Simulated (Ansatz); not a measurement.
# GeB₂H₆: basis-set convergence

How large a basis does GeB₂H₆ need? Two functionals are run in growing sets.

Program: Ansatz 0.2.0, Gaussian basis. Level of theory: one geometry, several basis sets. These are calculated values, not measurements.

Plan: PBE0-D4/def2-SVP; ωB97M-V/def2-SVP; PBE0-D4/def2-QZVPP; ωB97M-V/def2-QZVPP; the functionals' def2-TZVPP values are taken from earlier runs.

**1. The geometry**

An earlier PBE0-D4 in a triple-zeta def2 set relaxation fixed the geometry.

SMILES `B[BH][GeH3]`, 9 atoms, charge 0, spin multiplicity 1.

Atoms are counted from 1 here; the program's logs count them from 0.

Bond lengths: B1–B2 1.604 Å, B1–H4 1.201 Å, B1–H5 1.201 Å, B2–Ge3 2.082 Å, B2–H6 1.194 Å, Ge3–H7 1.540 Å, Ge3–H8 1.538 Å, Ge3–H9 1.540 Å. Angles: B2–B1–H4 121.7°, B2–B1–H5 121.7°, H4–B1–H5 116.2°, B1–B2–Ge3 112.0°, B1–B2–H6 132.8°, Ge3–B2–H6 115.2°, B2–Ge3–H7 108.9°, B2–Ge3–H8 114.7°, B2–Ge3–H9 109.0°, H7–Ge3–H8 107.9°, H7–Ge3–H9 108.2°, H8–Ge3–H9 107.9°.

Geometry (Å):

```xyz
9
charge 0, multiplicity 1
B    -0.7841    0.7630   -1.3263
B     0.2625    0.9079   -0.1196
Ge    0.4653   -0.8650    0.9536
H    -0.4512    0.3498   -2.4034
H    -1.9621    0.9282   -1.1619
H     0.9309    1.8171    0.2702
H     1.9374   -1.3149    0.9002
H    -0.4038   -2.0277    0.4443
H     0.0936   -0.6047    2.4255
```

**2. PBE0-D4 in def2-SVP**

File in.yaml:

```yaml
crystal:
  periodic: [false, false, false]
  atoms:
    - {symbol: B, position_ang: [-0.784091, 0.762999, -1.326254]}
    - {symbol: B, position_ang: [0.262526, 0.907893, -0.119572]}
    - {symbol: Ge, position_ang: [0.465255, -0.864951, 0.953574]}
    - {symbol: H, position_ang: [-0.451152, 0.349812, -2.403430]}
    - {symbol: H, position_ang: [-1.962074, 0.928194, -1.161888]}
    - {symbol: H, position_ang: [0.930918, 1.817081, 0.270220]}
    - {symbol: H, position_ang: [1.937429, -1.314893, 0.900232]}
    - {symbol: H, position_ang: [-0.403779, -2.027696, 0.444330]}
    - {symbol: H, position_ang: [0.093568, -0.604738, 2.425489]}
basis:
  gaussian: {orbitals: def2-SVP}
hamiltonian: {xc: pbe0, dispersion: d4}
output: {orbitals: {seedname: orbitals}}
```

The run is started by

```sh
$ ansatz run in.yaml --threads 2 --pin off --events-out ev --progress --plain --max-ram 4352MiB
```

After this run come: ωB97M-V in def2-SVP; PBE0-D4 in def2-QZVPP; ωB97M-V in def2-QZVPP.

Q: Predict the results of all the runs planned. Wanted: PBE0-D4: double and triple zeta above quadruple; ωB97M-V: double and triple zeta above quadruple.

The runs gave:

| quantity | value |
| --- | --- |
| PBE0-D4: double and triple zeta above quadruple | 10.00, 1.32 eV |
| ωB97M-V: double and triple zeta above quadruple | 10.12, 1.29 eV |

**Reading.** For PBE0-D4 the step from double to triple zeta gains 8.68 eV and the next only 1.32 eV. These are total energies; as a rule much of such shifts cancels in differences, which this series doesn't test.
